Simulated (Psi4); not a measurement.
# One shape, several levels: doublet InSiH4F+

Wanted: a comparison of 6 runs (UHF/STO-3G, U-wB97X-V/def2-SVP, UBHLYP/def2-SVP, UHSE06/def2-SVP, UM06-2X/def2-SVP, UTPSSh/def2-SVP) of doublet InSiH4F+. 

The calculation is run with Psi4 1.11.

2 further runs of the same task are left out: 2 set aside as unsound or not needed. Runs told in other sessions of the task aren't counted.

## Step 1: The molecule

The species is InSiH4F+ (7 atoms), meant as a doublet with charge +1. As SMILES of the parent species, `[F][InH][SiH3]`. The shape is that of a PBE0-D4/def2-TZVP optimisation. That shape belongs to the parent species and isn't relaxed for this state.

Bond lengths: F1–In2 1.968 Å, In2–Si3 2.558 Å, In2–H4 1.714 Å, Si3–H5 1.486 Å, Si3–H6 1.486 Å, Si3–H7 1.487 Å. Angles: F1–In2–Si3 109.2°, F1–In2–H4 109.4°, Si3–In2–H4 141.4°, In2–Si3–H5 109.2°, In2–Si3–H6 109.1°, In2–Si3–H7 111.4°, H5–Si3–H6 109.2°, H5–Si3–H7 109.0°, H6–Si3–H7 109.0°.

## Step 2: A single-point energy at UHF/STO-3G (run 1)

Input file run.py:

```python
import psi4

psi4.set_memory('2200 MB')
psi4.set_num_threads(1)
psi4.core.set_output_file('psi4.out', False)

mol = psi4.geometry("""
1 2
F
In 1 1.967703
Si 2 2.558492 1 109.21526
H 2 1.714032 1 109.3978 3 -179.99118
H 3 1.486283 2 109.16118 4 -120.91742
H 3 1.48646 5 109.17416 2 119.22393
H 3 1.486801 5 108.98082 6 118.89951
symmetry c1
no_reorient
no_com
""")

options = {'basis': 'STO-3G', 'reference': 'uhf', 'puream': True, 'e_convergence': 1e-09, 'd_convergence': 1e-08, 'scf_type': 'pk', 'maxiter': 100}
psi4.set_options(options)

e_tot, wfn = psi4.energy("scf", molecule=mol, return_wfn=True)
print(f'scf energy: {e_tot:.10f} Eh')
```

Run with:

```console
python run.py
```

psi4.out:

```text
[...]
  Running in c1 symmetry.
[...]
  Nuclear repulsion =  339.373012357696723
[...]
  Multiplicity = 2
[...]
  Nalpha       = 38
  Nbeta        = 37
[...]
    Number of basis functions: 45
[...]
   @UHF iter   1: -6068.14258951302600   -3.89759e+00   1.23013e-02 ADIIS/DIIS
[...]
   @UHF iter  27: -6068.62800745253480    5.45697e-12   9.21796e-09 DIIS
[...]
   @S^2 Observed:                7.643292570E-01
[...]
    Orbital Energies [Eh]
    ---------------------
    Alpha Occupied:
       1A   -987.157203     2A   -146.293593     3A   -138.304914
       4A   -138.304819     5A   -138.303543     6A    -68.141950
       7A    -27.981715     8A    -26.391237     9A    -24.999503
      10A    -24.999443    11A    -24.995226    12A    -16.867769
      13A    -16.867603    14A    -16.864031    15A    -16.863125
      16A    -16.861320    17A     -6.127062    18A     -4.524807
      19A     -4.153246    20A     -4.151523    21A     -4.151415
      22A     -3.344137    23A     -3.340050    24A     -3.328467
      25A     -1.885636    26A     -1.022467    27A     -0.895008
      28A     -0.892670    29A     -0.860468    30A     -0.834948
      31A     -0.832758    32A     -0.828421    33A     -0.827974
      34A     -0.808484    35A     -0.614522    36A     -0.584450
[...]
  @UHF Final Energy: -6068.62800745253480
   => Energetics <=
    Nuclear Repulsion Energy =            339.3730123576967230
    One-Electron Energy =               -9066.7661980815119023
    Two-Electron Energy =                2658.7651782712805471
    Total Energy =                      -6068.6280074525348027
  UHF NO Occupations:
  HONO-2 :   36  A 1.9998277
  HONO-1 :   37  A 1.9930750
  HONO-0 :   38  A 1.0000000
  LUNO+0 :   39  A 0.0069250
  LUNO+1 :   40  A 0.0001723
[...]
 Multipole Moments:
 ------------------------------------------------------------------------------------
     Multipole            Electronic (a.u.)      Nuclear  (a.u.)        Total (a.u.)
 ------------------------------------------------------------------------------------
 L = 1.  Multiply by 2.5417464519 to convert [e a0] to [Debye]
 Dipole X            :          0.0018977           -0.0015491            0.0003486
 Dipole Y            :         12.8482818          -12.6058129            0.2424689
 Dipole Z            :         -5.0630367            4.4020981           -0.6609386
 Magnitude           :                                                    0.7040107
[...]
```

The script printed:

```text
scf energy: -6068.6280074525 Eh
```

Run time: 1.4 s. Hardware: 1 thread of Intel Xeon 6975P-C (Granite Rapids), shared host; peak memory 0.19 GiB.

## Step 3: A single-point energy at U-wB97X-V/def2-SVP (core potential) (run 2)

Input file input.json:

```json
{
 "schema_name": "qcschema_input",
 "schema_version": 1,
 "molecule": {
  "schema_name": "qcschema_molecule",
  "schema_version": 2,
  "symbols": ["F", "In", "Si", "H", "H", "H", "H"],
  "geometry": [-0.37038632, -4.42195913, 2.45437629, -1.42863295, -2.20134196, -0.33410358, 0.99777539, 1.97117332, -0.05404617, -3.66191128, -3.71501259, -2.12650881, 3.75299608, 1.44734124, -0.2056022, 0.4270781, 3.20497551, 2.40410958, 0.28308097, 3.71482362, -2.13803614],
  "molecular_charge": 1,
  "molecular_multiplicity": 2,
  "fix_symmetry": "c1",
  "fix_com": true,
  "fix_orientation": true
 },
 "driver": "energy",
 "model": {
  "method": "wb97x-v",
  "basis": "def2-SVP"
 },
 "keywords": {
  "reference": "uks",
  "puream": true,
  "e_convergence": 1e-09,
  "d_convergence": 1e-08,
  "scf_type": "pk",
  "dft_radial_points": 99,
  "dft_spherical_points": 590,
  "maxiter": 100
 }
}
```

Run with:

```console
psi4 --qcschema input.json -n 1 --memory 2200MB
```

stdout:

```text
[...]
    !!!  WARNING: ECP capability is in beta. Please check occupations closely.  !!!
[...]
  Running in c1 symmetry.
[...]
  Nuclear repulsion =  168.681564817999458
[...]
  Multiplicity = 2
[...]
  Nalpha       = 24
  Nbeta        = 23
[...]
    Number of basis functions: 78
[...]
   @UKS iter   1:  -581.11470721238891   -1.17431e+00   6.27255e-03 DIIS/ADIIS
[...]
   @UKS iter  17:  -581.23359052951798   -2.38742e-12   6.85921e-09 DIIS
[...]
   @S^2 Observed:                7.672241139E-01
[...]
    Orbital Energies [Eh]
    ---------------------
    Alpha Occupied:
       1A    -66.377258     2A    -24.899812     3A     -5.642383
       4A     -5.044889     5A     -4.001247     6A     -3.992653
       7A     -3.992617     8A     -3.457494     9A     -3.454386
      10A     -3.447634    11A     -1.400187    12A     -1.150565
      13A     -1.142435    14A     -1.139881    15A     -1.136135
      16A     -1.130231    17A     -0.903166    18A     -0.768849
      19A     -0.688991    20A     -0.677108    21A     -0.672247
      22A     -0.658592    23A     -0.656123    24A     -0.622619
    Alpha Virtual:
      25A     -0.204150    26A     -0.163817    27A     -0.138647
[...]
  @UKS Final Energy:  -581.23359052951798
   => Energetics <=
    Nuclear Repulsion Energy =            168.6815648179994582
    One-Electron Energy =               -1203.2538062128423917
    Two-Electron Energy =                 488.3847736823080936
    DFT Exchange-Correlation Energy =     -35.2356328519619098
    Empirical Dispersion Energy =           0.0000000000000000
    VV10 Nonlocal Energy =                  0.1895100349785981
    Total Energy =                       -581.2335905295179828
  UHF NO Occupations:
  HONO-2 :   22  A 1.9988120
  HONO-1 :   23  A 1.9929481
[...]
 Multipole Moments:
 ------------------------------------------------------------------------------------
     Multipole            Electronic (a.u.)      Nuclear  (a.u.)        Total (a.u.)
 ------------------------------------------------------------------------------------
 L = 1.  Multiply by 2.5417464519 to convert [e a0] to [Debye]
 Dipole X            :         17.8070687          -18.5646695           -0.7576008
 Dipole Y            :         53.9671052          -53.7772591            0.1898462
 Dipole Z            :        -13.3237459           12.2505275           -1.0732184
 Magnitude           :                                                    1.3273275
[...]
```

The result, in JSON:

```text
{
 "driver": "energy",
 "model": {
  "method": "wb97x-v",
  "basis": "def2-SVP"
 },
 "success": true,
 "return_result": -581.233590529518,
 "properties": {
  "calcinfo_nbasis": 78,
  "calcinfo_nmo": 78,
  "calcinfo_nalpha": 24,
  "calcinfo_nbeta": 23,
  "calcinfo_natom": 7,
  "nuclear_repulsion_energy": 168.68156481799946,
  "return_energy": -581.233590529518,
  "scf_one_electron_energy": -1203.2538062128424,
  "scf_two_electron_energy": 488.3847736823081,
  "scf_vv10_energy": 0.18951003497859809,
  "scf_xc_energy": -35.23563285196191,
  "scf_dipole_moment": [-0.7576008374702958, 0.18984616966880452, -1.0732183717748587],
  "scf_total_energy": -581.233590529518,
  "scf_iterations": 17
 }
}
```

Wall time 93 s (1 thread of Intel Xeon 6975P-C (Granite Rapids), shared host); peak memory 1 GiB.

Runs 3 to 5 aren't shown in full; the table further down has their settings and results.

## Step 4: A single-point energy at UTPSSh/def2-SVP (core potential) (run 6)

Input file fh4insi.py:

```python
import psi4

psi4.set_memory('2200 MB')
psi4.set_num_threads(1)
psi4.core.set_output_file('output.dat', False)

molecule = psi4.geometry("""
1 2
F     -0.37038632    -4.42195913     2.45437629
In    -1.42863295    -2.20134196    -0.33410358
Si     0.99777539     1.97117332    -0.05404617
H     -3.66191128    -3.71501259    -2.12650881
H      3.75299608     1.44734124    -0.20560220
H      0.42707810     3.20497551     2.40410958
H      0.28308097     3.71482362    -2.13803614
units bohr
symmetry c1
""")

options = {'basis': 'def2-SVP', 'reference': 'uks', 'puream': True, 'e_convergence': 1e-09, 'd_convergence': 1e-08, 'scf_type': 'pk', 'dft_radial_points': 99, 'dft_spherical_points': 590, 'maxiter': 100}
psi4.set_options(options)

e_tot, wfn = psi4.energy("tpssh", return_wfn=True)
psi4.oeprop(wfn, "MAYER_INDICES", "QUADRUPOLE", "WIBERG_LOWDIN_INDICES", title="TPSSH")
print(f'tpssh energy: {e_tot:.10f} Eh')
```

Run with:

```console
python fh4insi.py
```

output.dat:

```text
[...]
    !!!  WARNING: ECP capability is in beta. Please check occupations closely.  !!!
[...]
  Running in c1 symmetry.
[...]
  Nuclear repulsion =  168.681564817999458
[...]
  Multiplicity = 2
[...]
  Nalpha       = 24
  Nbeta        = 23
[...]
    Number of basis functions: 78
[...]
   @UKS iter   1:  -581.18639080236915   -8.08033e-01   6.68949e-03 ADIIS/DIIS
[...]
   @UKS iter  15:  -581.30203087075051   -1.13687e-12   5.37544e-09 DIIS
[...]
   @S^2 Observed:                7.612530803E-01
[...]
    Orbital Energies [Eh]
    ---------------------
    Alpha Occupied:
       1A    -66.217110     2A    -24.768982     3A     -5.461713
       4A     -4.864448     5A     -3.817957     6A     -3.809926
       7A     -3.809875     8A     -3.283081     9A     -3.279565
      10A     -3.274471    11A     -1.271413    12A     -0.998113
      13A     -0.990924    14A     -0.988739    15A     -0.985897
      16A     -0.980440    17A     -0.754106    18A     -0.647084
      19A     -0.576084    20A     -0.557795    21A     -0.555234
      22A     -0.546345    23A     -0.542262    24A     -0.518428
    Alpha Virtual:
      25A     -0.288447    26A     -0.257658    27A     -0.225270
[...]
  @UKS Final Energy:  -581.30203087075051
   => Energetics <=
    Nuclear Repulsion Energy =            168.6815648179994582
    One-Electron Energy =               -1203.2991412960764137
    Two-Electron Energy =                 497.8187228776786242
    DFT Exchange-Correlation Energy =     -44.5031772703521327
    Empirical Dispersion Energy =           0.0000000000000000
    VV10 Nonlocal Energy =                  0.0000000000000000
    Total Energy =                       -581.3020308707504000
  UHF NO Occupations:
  HONO-2 :   22  A 1.9992420
  HONO-1 :   23  A 1.9954199
[...]
 Multipole Moments:
 ------------------------------------------------------------------------------------
     Multipole            Electronic (a.u.)      Nuclear  (a.u.)        Total (a.u.)
 ------------------------------------------------------------------------------------
 L = 1.  Multiply by 2.5417464519 to convert [e a0] to [Debye]
 Dipole X            :        -22.6098408           22.6537000            0.0438592
 Dipole Y            :        -24.8236073           26.3961768            1.5725695
 Dipole Z            :        -11.8896011           10.9066176           -0.9829835
 Magnitude           :                                                    1.8550351
 L = 2.  Multiply by 1.3450342976 to convert [e a0^2] to [Debye ang]
 Quadrupole XX       :       -114.2440848           89.3017091          -24.9423758
 Quadrupole XY       :       -117.0863884          121.4335454            4.3471570
[...]
```

Standard output:

```text
tpssh energy: -581.3020308708 Eh
```

Run time: 36 s. Hardware: 1 thread of Intel Xeon 6975P-C (Granite Rapids), shared host; peak memory 1.1 GiB.

## Step 5: The series

```csv
run,level,core potential,integration grid,energy (Eh),HOMO energy (eV),LUMO energy (eV),⟨S²⟩,wall time
1,UHF/STO-3G,none,–,-6068.628007,-13.46,-4.72,0.764,1.4 s
2,U-wB97X-V/def2-SVP (core potential),def2,99 radial × 590 angular,-581.233591,-16.94,-10.18,0.767,93 s
3,UBHLYP/def2-SVP (core potential),def2,99 radial × 590 angular,-581.218133,-15.95,-11.24,0.774,17 s
4,UHSE06/def2-SVP (core potential),def2,99 radial × 590 angular,-581.144684,-14.34,-12.31,0.762,34 s
5,UM06-2X/def2-SVP (core potential),def2,99 radial × 590 angular,-581.204787,-15.74,-11.25,0.765,32 s
6,UTPSSh/def2-SVP (core potential),def2,99 radial × 590 angular,-581.302031,-14.11,-12.27,0.761,36 s
```

## Step 6: What came out

```
                                 quantity          value
                      run 6: total energy  -581.30203 Eh
run 6: HOMO energy (highest over α and β)      -14.11 eV
 run 6: LUMO energy (lowest over α and β)      -12.27 eV
                              run 6: ⟨S²⟩          0.761
```

In words: Totals of different functionals can't be ranked against each other. Some runs of one species differ in core potentials or relativity; totals across that change don't compare. In run 1 the basis is minimal, so the values are rough. In run 1 relativity is left out where basis or elements ask for it. All runs together took 3.6 min, the longest 93 s.
